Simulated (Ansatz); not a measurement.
# Al2BP3: the cost of one run

Method: DFT PBE, scalar-relativistic, plane waves, PAW, in Ansatz 0.2.0.

### Step 1. The starting structure

The structure is hexagonal, space group P6_3mc (No. 186). Conventional cell: a = 3.595 Å, b = 3.595 Å, c = 17.702 Å, α = 90.00°, β = 90.00°, γ = 120.00°. Around Al (site symmetry 3m) lie 4 P at 2.20 to 2.21 Å. B (site symmetry 3m) is surrounded by 4 P at 2.20 to 2.21 Å. Around P (site symmetry 3m) lie 4 Al at 2.20 to 2.21 Å. P (site symmetry 3m) is surrounded by 3 Al at 2.20 Å and 1 B at 2.21 Å. P (site symmetry 3m) has 3 B at 2.20 Å and 1 Al at 2.21 Å as nearest neighbours.

As a file:

```cif
data_structure
_symmetry_space_group_name_H-M 'P 1'
_symmetry_Int_Tables_number 1
_cell_length_a 3.5949
_cell_length_b 3.5949
_cell_length_c 17.7017
_cell_angle_alpha 90.000
_cell_angle_beta 90.000
_cell_angle_gamma 120.000
_cell_volume 198.11
loop_
_atom_site_label
_atom_site_type_symbol
_atom_site_fract_x
_atom_site_fract_y
_atom_site_fract_z
_atom_site_occupancy
Al1 Al 0.33333 0.66667 0.00002 1
Al2 Al 0.33333 0.66667 0.66669 1
Al3 Al 0.66667 0.33333 0.16669 1
Al4 Al 0.66667 0.33333 0.50002 1
B1 B 0.33333 0.66667 0.33336 1
B2 B 0.66667 0.33333 0.83336 1
P1 P 0.33333 0.66667 0.12498 1
P2 P 0.33333 0.66667 0.45831 1
P3 P 0.33333 0.66667 0.79164 1
P4 P 0.66667 0.33333 0.29164 1
P5 P 0.66667 0.33333 0.62498 1
P6 P 0.66667 0.33333 0.95831 1
```

The start is an ordering of an alloy on its end members' structure types: elements ordered on the sites of the AlP type, B/Al on Al (P6_3mc, No. 186).

### Step 2. Probe: one point on a coarse mesh

The input, input.yaml:

```yaml
crystal:
  lattice:
    - [3.59488486, 0.0, 0.0]
    - [-1.79744243, 3.11326161, 0.0]
    - [0.0, 0.0, 17.70171552]
  atoms:
    - { symbol: Al, position: [0.33333333, 0.66666667, 2.3e-05] }
    - { symbol: Al, position: [0.33333333, 0.66666667, 0.66668967] }
    - { symbol: Al, position: [0.66666667, 0.33333333, 0.16668967] }
    - { symbol: Al, position: [0.66666667, 0.33333333, 0.500023] }
    - { symbol: B, position: [0.33333333, 0.66666667, 0.33335633] }
    - { symbol: B, position: [0.66666667, 0.33333333, 0.83335633] }
    - { symbol: P, position: [0.33333333, 0.66666667, 0.124977] }
    - { symbol: P, position: [0.33333333, 0.66666667, 0.45831034] }
    - { symbol: P, position: [0.33333333, 0.66666667, 0.79164367] }
    - { symbol: P, position: [0.66666667, 0.33333333, 0.29164367] }
    - { symbol: P, position: [0.66666667, 0.33333333, 0.624977] }
    - { symbol: P, position: [0.66666667, 0.33333333, 0.95831034] }
basis:
  ecutwfc: 420
kpoints:
  mp_grid: { grid: [6, 6, 1] }
hamiltonian:
  xc: pbe
scf:
  occupations: { method: gaussian, width: 0.1 }
  lower_state_search: "off"
output:
  forces: true
  stress: true
  eigenvalues: true
```

Launch:

```
$ ansatz run input.yaml --threads 1 --pin off --max-ram 2560MiB --backend cpu --events-out ev --progress --plain --runs-dir out
```

Q: Estimate wall time and peak memory on 1 thread of Arm Neoverse V2, shared host.

About 3.4 s, with a peak of 0.35 GiB.
